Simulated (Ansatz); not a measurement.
# CuB+ (doublet): from Hartree-Fock to the top rungs, def2-QZVPP

One table from this session's results is given with a row withheld; the runs are named, their logs left out.

The runs use Ansatz 0.2.0, Gaussian basis; def2-QZVPP, core rule «outside noble gas», up to 10 orbitals frozen.

The runs, in order: UHF; ROHF; CCSD(T) on UHF.

2 further runs of the same task are left out: 2 set aside as unsound or not needed. Runs told in other sessions of the task aren't counted.

**The geometry**

The geometry is a PBE0/def2-TZVP stationary point (not a proven minimum) of the parent state, kept for this charge and spin.

2 atoms, charge 1, spin multiplicity 2.

Atoms are counted from 1 here; the program's logs count them from 0.

Bond lengths: Cu1–B2 1.957 Å.

Set-up of the first run:

File in.yaml:

```yaml
crystal:
  periodic: [false, false, false]
  atoms:
    - {symbol: Cu, position_ang: [0.000000, 0.000000, 0.000000]}
    - {symbol: B, position_ang: [0.000000, 0.000000, 1.956974]}
basis:
  gaussian: {orbitals: "def2-QZVPP.json"}
total_charge: 1
magnetization: {spin_polarized: true, initial_magnetization: 1}
hamiltonian: {xc: hf}
output: {orbitals: {seedname: orbitals}}
```

Command:

```bash
ansatz run in.yaml --threads 1 --pin off --events-out ev --progress --plain --max-ram 2816MiB --backend cpu
```

Among the steps run: UHF; ROHF; CCSD(T) on UHF.

One of the session's tables, all rows but one given; the rest of the session is left out.

| method | from UCCSD(T) (meV) |
| --- | --- |
| ROHF | ? |
| UHF | +14570.1 |
| UMP2 | -808.6 |
| UCCSD | +714.3 |
| UCCSD(T) | 0 |

Q: Estimate the row for ROHF from the others.

As computed: from UCCSD(T) (meV): +14657.8. In the column «from UCCSD(T) (meV)» it is the highest.
